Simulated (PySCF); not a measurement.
**C2H7BBrO− (SMILES COC[BH2-]Br) at 4 levels**

We compute a comparison of 4 runs (HF/3-21G, HF/def2-SVP, B3LYP/6-31G*, MP2/cc-pVDZ) of C2H7BBrO−. The job is set up through a Python script.

Program for the calculation: PySCF 2.14.0.

### Step 1. The structure to begin with

C2H7BBrO−: 12 atoms, total charge -1, spin state singlet. SMILES: `COC[BH2-]Br`. The shape is that of a GFN2-xTB optimisation. This is one conformer, not always the lowest.

Bond lengths: C1–O2 1.387 Å, O2–C3 1.428 Å, C3–B4 1.639 Å, B4–Br5 2.021 Å, C1–H6 1.092 Å, C1–H7 1.105 Å, C1–H8 1.103 Å, C3–H9 1.110 Å, C3–H10 1.107 Å, B4–H11 1.203 Å, B4–H12 1.211 Å. Some angles: C1–O2–C3 112.9°, O2–C3–B4 113.1°, C3–B4–Br5 109.2°, O2–C1–H6 107.7°, O2–C1–H7 111.7°, O2–C1–H8 111.8°, O2–C3–H9 108.2°, O2–C3–H10 108.3°, B4–C3–H9 109.4°, B4–C3–H10 111.8°.

### Step 2. Energy and gradient at HF/3-21G (run 1)

The input, job.py:

```python
# COC[BH2-]Br
import pyscf.grad
from pyscf import gto, scf

mol = gto.Mole()
mol.atom = '''
C       -0.700790       1.668350       0.733960
O       -0.591660       0.288370       0.650470
C        0.399940      -0.135560      -0.285040
B        0.533570      -1.765840      -0.387650
Br      -1.034930      -2.495770      -1.432680
H       -1.489860       1.896840       1.453960
H        0.242470       2.132520       1.073170
H       -0.962770       2.117790      -0.239000
H        1.374820       0.295170       0.023920
H        0.169100       0.320640      -1.267290
H        0.528290      -2.289030       0.695140
H        1.531810      -2.033490      -1.018960
'''
mol.verbose = 3
mol.max_memory = 1860
mol.charge = -1
mol.basis = '3-21g'
mol.build()

mf = scf.RHF(mol)
mf.conv_tol = 1e-10
mf.kernel()
if not mf.converged:
    mf = mf.newton().run(mf.mo_coeff, mf.mo_occ)

energy = mf.e_tot
print('E(%s) = %.9f' % ('HF', energy))
grad = mf.Gradients().kernel()
mf.analyze()
```

Started as:

```console
$ OMP_NUM_THREADS=1 python job.py
```

Output:

```text
converged SCF energy = -2738.43547866408
[... 18 lines left out ...]
MO #9   energy= -9.51554167403758  occ= 2
[... 8 lines left out ...]
MO #18  energy= -2.81470605820295  occ= 2
[... 8 lines left out ...]
MO #27  energy= -0.381346360760542 occ= 2
[... 8 lines left out ...]
MO #36  energy= 0.445522591089627  occ= 0
[... 8 lines left out ...]
MO #45  energy= 0.68121994011435   occ= 0
[... 8 lines left out ...]
MO #54  energy= 1.14402010122691   occ= 0
[... 8 lines left out ...]
MO #63  energy= 1.5465910512803    occ= 0
[... 8 lines left out ...]
MO #72  energy= 3.66166896629734   occ= 0
[... 14 lines left out ...]
WARN: System has nonzero charge -1; the dipole moment is origin-dependent.
Location of origin: [0. 0. 0.]

Dipole moment(X, Y, Z, Debye):  1.59505,  9.66558,  2.72651
```

Wall time 8.7 s (1 thread of Intel Xeon at 2.50GHz (Skylake/Cascade Lake), shared host); peak memory 0.14 GiB.

### Step 3. Energy and forces at HF/def2-SVP (run 2)

The input, run.py:

```python
from pyscf import gto, scf

mol = gto.M(
    atom=[
    ('C', (-0.700790, 1.668350, 0.733960)),
    ('O', (-0.591660, 0.288370, 0.650470)),
    ('C', (0.399940, -0.135560, -0.285040)),
    ('B', (0.533570, -1.765840, -0.387650)),
    ('Br', (-1.034930, -2.495770, -1.432680)),
    ('H', (-1.489860, 1.896840, 1.453960)),
    ('H', (0.242470, 2.132520, 1.073170)),
    ('H', (-0.962770, 2.117790, -0.239000)),
    ('H', (1.374820, 0.295170, 0.023920)),
    ('H', (0.169100, 0.320640, -1.267290)),
    ('H', (0.528290, -2.289030, 0.695140)),
    ('H', (1.531810, -2.033490, -1.018960)),
],
    verbose=4,
    max_memory=1860,
    charge=-1,
    basis='def2-svp',
)

mf = scf.RHF(mol)
mf.conv_tol = 1e-10
mf.kernel()
if not mf.converged:
    mf = mf.newton().run(mf.mo_coeff, mf.mo_occ)

e_final = mf.e_tot
print('Final energy', e_final)
grad = mf.nuc_grad_method().kernel()
mf.analyze()
```

Started as:

```console
$ OMP_NUM_THREADS=1 python run.py
```

Output:

```text
PySCF version 2.14.0

[... 82 lines left out ...]
Total Energy =                       -2751.357663690769186
[... 17 lines left out ...]
MO #11  energy= -7.19485088789521  occ= 2
[... 15 lines left out ...]
MO #27  energy= -0.384752166230441 occ= 2
[... 15 lines left out ...]
MO #43  energy= 0.517057237092692  occ= 0
[... 15 lines left out ...]
MO #59  energy= 0.987189276663412  occ= 0
[... 15 lines left out ...]
MO #75  energy= 1.50558810141232   occ= 0
[... 15 lines left out ...]
MO #91  energy= 2.21854478708258   occ= 0
[... 15 lines left out ...]
MO #107 energy= 3.05071259713336   occ= 0
[... 15 lines left out ...]
MO #123 energy= 4.40025846674485   occ= 0
[... 139 lines left out ...]
WARN: System has nonzero charge -1; the dipole moment is origin-dependent.
Location of origin: [0. 0. 0.]

Dipole moment(X, Y, Z, Debye):  1.35148,  9.48033,  2.77013
```

Run time: 41 s. Hardware: 1 thread of Intel Xeon at 2.50GHz (Skylake/Cascade Lake), shared host; peak memory 0.34 GiB.

### Step 4. Energy and gradient at B3LYP/6-31G(d) (Cartesian functions) (run 3)

The input, input.py:

```python
import pyscf.grad
from pyscf import gto, dft

mol = gto.M(
    atom='''
C   -0.700790   1.668350   0.733960
O   -0.591660   0.288370   0.650470
C    0.399940  -0.135560  -0.285040
B    0.533570  -1.765840  -0.387650
Br  -1.034930  -2.495770  -1.432680
H   -1.489860   1.896840   1.453960
H    0.242470   2.132520   1.073170
H   -0.962770   2.117790  -0.239000
H    1.374820   0.295170   0.023920
H    0.169100   0.320640  -1.267290
H    0.528290  -2.289030   0.695140
H    1.531810  -2.033490  -1.018960
''',
    basis='6-31g*',
    charge=-1,
    max_memory=1860,
    cart=True,
    verbose=4,
)

mf = dft.RKS(mol, xc='b3lyp')
mf.conv_tol = 1e-10
mf.grids.level = 5
mf.kernel()
if not mf.converged:
    mf = mf.newton().run(mf.mo_coeff, mf.mo_occ)

etot = mf.e_tot
print('E = %.10f Eh' % etot)
grad = mf.Gradients().kernel()
dip = mf.dip_moment()
pop, q = mf.mulliken_pop()
```

Started as:

```console
$ OMP_NUM_THREADS=1 python input.py
```

Output:

```text
PySCF version 2.14.0

[... 83 lines left out ...]
converged SCF energy = -2754.44693217005
[... 14 lines left out ...]
WARN: System has nonzero charge -1; the dipole moment is origin-dependent.
[... 2 lines left out ...]
Dipole moment(X, Y, Z, Debye):  1.49316,  9.19627,  3.00247
[... 122 lines left out ...]
charge of   11H =     -0.16042
```

Wall time 1.8 min (1 thread of Intel Xeon at 2.50GHz (Skylake/Cascade Lake), shared host); peak memory 1.1 GiB.

### Step 5. Energy and gradient at MP2/cc-pVDZ (run 4)

The input, job.py:

```python
import pyscf.grad
from pyscf import gto, mp

mol = gto.Mole()
mol.atom = [
    ('C', (-0.700790, 1.668350, 0.733960)),
    ('O', (-0.591660, 0.288370, 0.650470)),
    ('C', (0.399940, -0.135560, -0.285040)),
    ('B', (0.533570, -1.765840, -0.387650)),
    ('Br', (-1.034930, -2.495770, -1.432680)),
    ('H', (-1.489860, 1.896840, 1.453960)),
    ('H', (0.242470, 2.132520, 1.073170)),
    ('H', (-0.962770, 2.117790, -0.239000)),
    ('H', (1.374820, 0.295170, 0.023920)),
    ('H', (0.169100, 0.320640, -1.267290)),
    ('H', (0.528290, -2.289030, 0.695140)),
    ('H', (1.531810, -2.033490, -1.018960)),
]
mol.charge = -1
mol.max_memory = 1860
mol.verbose = 4
mol.basis = 'cc-pvdz'
mol.build()

mf = mol.RHF()
mf.conv_tol = 1e-10
mf.kernel()
if not mf.converged:
    mf = mf.newton().run(mf.mo_coeff, mf.mo_occ)

pt = mp.MP2(mf, frozen=13).run()
e_final = pt.e_tot
print(f'total energy: {e_final:.8f} hartree')
grad = pt.Gradients().kernel()
mf.analyze()
```

Started as:

```console
$ OMP_NUM_THREADS=1 python job.py
```

Output:

```text
PySCF version 2.14.0

[... 90 lines left out ...]
Two-electron Energy =                 1386.037368698888031
[... 16 lines left out ...]
MO #13  energy= -7.21367865955748  occ= 2
[... 14 lines left out ...]
MO #28  energy= -0.32908624030886  occ= 2
[... 14 lines left out ...]
MO #43  energy= 0.480250174662913  occ= 0
[... 14 lines left out ...]
MO #58  energy= 0.984544390670206  occ= 0
[... 14 lines left out ...]
MO #73  energy= 1.32352036346063   occ= 0
[... 14 lines left out ...]
MO #88  energy= 2.02111582411087   occ= 0
[... 14 lines left out ...]
MO #103 energy= 2.5308418185992    occ= 0
[... 14 lines left out ...]
MO #118 energy= 3.90087152147241   occ= 0
[... 134 lines left out ...]
WARN: System has nonzero charge -1; the dipole moment is origin-dependent.
Location of origin: [0. 0. 0.]

Dipole moment(X, Y, Z, Debye):  1.38358,  9.38978,  2.86376
```

Run time: 1.9 min. Hardware: 1 thread of Intel Xeon at 2.50GHz (Skylake/Cascade Lake), shared host; peak memory 1.5 GiB.

### Step 6. All runs side by side

| run | level | Cartesian functions | integration grid | energy (Eh) | HOMO energy (eV) | LUMO energy (eV) | HOMO–LUMO gap (eV) | wall time |
| --- | --- | --- | --- | --- | --- | --- | --- | --- |
| 1 | HF/3-21G | no | – | -2738.435479 | -4.23 | 10.99 | 15.23 | 8.7 s |
| 2 | HF/def2-SVP | no | – | -2751.357664 | -4.58 | 8.41 | 12.99 | 41 s |
| 3 | B3LYP/6-31G* (Cartesian functions) | yes | 5 | -2754.446932 | -1.44 | 6.36 | 7.80 | 1.8 min |
| 4 | MP2/cc-pVDZ | no | – | -2752.500534 | -4.61 | 8.61 | 13.22 | 1.9 min |

### Step 7. Summary of results

| quantity | value |
| --- | --- |
| run 4: total energy | -2752.50053 Eh |
| run 4: HOMO energy (Hartree–Fock orbitals) | -4.61 eV |
| run 4: LUMO energy (Hartree–Fock orbitals) | 8.61 eV |
| run 4: HOMO–LUMO gap (to an unbound level, set by the basis) | 13.22 eV |
| run 4: correlation energy (13 core orbitals frozen) | -713.1 mEh |
| run 4: largest force on an atom | 1.189 eV/Å |

What this shows: Over runs 1, 2, 3 the HOMO–LUMO gap runs from 7.80 eV (B3LYP/6-31G*) to 15.23 eV (HF/3-21G). The two ends differ in method and basis. The empty levels of an anion lie above zero and hang on the basis. All runs together took 4.5 min, the longest 1.9 min.
